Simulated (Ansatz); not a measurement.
# RbVF3: the cost of one run

Program: the Python package of Ansatz 0.2.0. Level of theory: DFT r2SCAN+U, plane waves, PAW. These are calculated values, not measurements.

## (1) Starting point

It takes space group Pm-3m (No. 221, cubic). The conventional cell has a = 4.182 Å, b = 4.182 Å, c = 4.182 Å, α = 90.00°, β = 90.00°, γ = 90.00°. Around Rb (site symmetry m-3m) lie 12 F at 2.96 Å. V (site symmetry m-3m) has 6 F at 2.09 Å in its first shell of neighbours. Around F (site symmetry 4/mmm) lie 2 V at 2.09 Å and 4 Rb at 2.96 Å.

No structure file is read: the coordinates are typed or built in the script.

## (2) Script

run_push.py reads:

```python
"""Frozen displacement of one atom in RbVF3."""

import logging
import sys

import ansatz as az
import numpy as np

logging.basicConfig(stream=sys.stdout, format="%(levelname)s %(message)s")
log = logging.getLogger("run")
log.setLevel(logging.INFO)

FUNCTIONAL = "r2scan"
WIDTH_EV = 0.1


def main() -> None:
    rbvf3 = (
        az.Lattice.of([4.182, 0.0, 0.0], [0.0, 4.182, 0.0], [0.0, 0.0, 4.182])
        .atom("Rb", [0.0, 0.0, 0.0])
        .atom("V", [0.5, 0.5, 0.5])
        .atom("F", [0.5, 0.5, 0.0])
        .atom("F", [0.0, 0.5, 0.5])
        .atom("F", [0.5, 0.0, 0.5])
        .moments(V=2.0)
    )

    inverse = np.linalg.inv(np.array(rbvf3.lattice.vectors))
    home = np.array(rbvf3.sites[3].position)
    values = np.linspace(-0.02, 0.02, 5)
    energies, pulls = [], []
    for shift in values:
        moved = rbvf3.move(3, to=home + shift * inverse[1])
        setup = (
            moved.calculation()
            .functional(FUNCTIONAL)
            .spin(az.SpinTreatment.COLLINEAR)
            .hubbard("V", "d", u_eff=2.0)
            .occupations(az.OccupationsMethod.FERMI_DIRAC, width=WIDTH_EV)
            .pseudopotentials("paw")
            .kpoints(6)
            .forces()
        )
        summary = setup.run(threads=1).report
        energies.append(summary["free_energy_ev"])
        pulls.append(summary["forces_ev_ang"][3][1])

    # the force is minus the slope of the free energy
    log.info("shift (A)   dE (eV)   force along y (eV/A)")
    for shift, e, f in zip(values, energies, pulls):
        log.info(f"{shift:8.3f} {e - energies[2]:10.5f} {f:12.4f}")
    log.info(f"stiffness from energies {2 * np.polyfit(values, energies, 2)[0]:.3f}, from forces {-np.polyfit(values, pulls, 1)[0]:.3f} eV/A^2")


if __name__ == "__main__":
    main()
```

## (3) The input behind the calls

The package turns the script's settings into the engine's input (first run):

```yaml
crystal:
  lattice:
    - [4.182, 0.0, 0.0]
    - [0.0, 4.182, 0.0]
    - [0.0, 0.0, 4.182]
  atoms:
    - { symbol: Rb, position: [0.0, 0.0, 0.0] }
    - { symbol: V, position: [0.5, 0.5, 0.5] }
    - { symbol: F, position: [0.5, 0.5, 0.0] }
    - { symbol: F, position: [0.0, 0.4952175992348159, 0.5] }
    - { symbol: F, position: [0.5, 0.0, 0.5] }
kpoints:
  mp_grid:
    grid: [6, 6, 6]
hamiltonian:
  xc: r2scan
  pseudopotentials:
    kind: paw
  hubbard:
    - { species: V, l: d, u_eff: 2.0 }
magnetization:
  spin_polarized: true
  per_species:
    V: 2.0
scf:
  occupations:
    method: fermi_dirac
    width: 0.1
output:
  forces: true
```

## (4) Running it

On the command line:

```console
$ python run_push.py
```

**Question.** How long does this script take on 1 thread of AMD EPYC 9R45 (Zen 5), shared host, and how much memory does it need?

About 92 s, with a peak of 0.83 GiB.
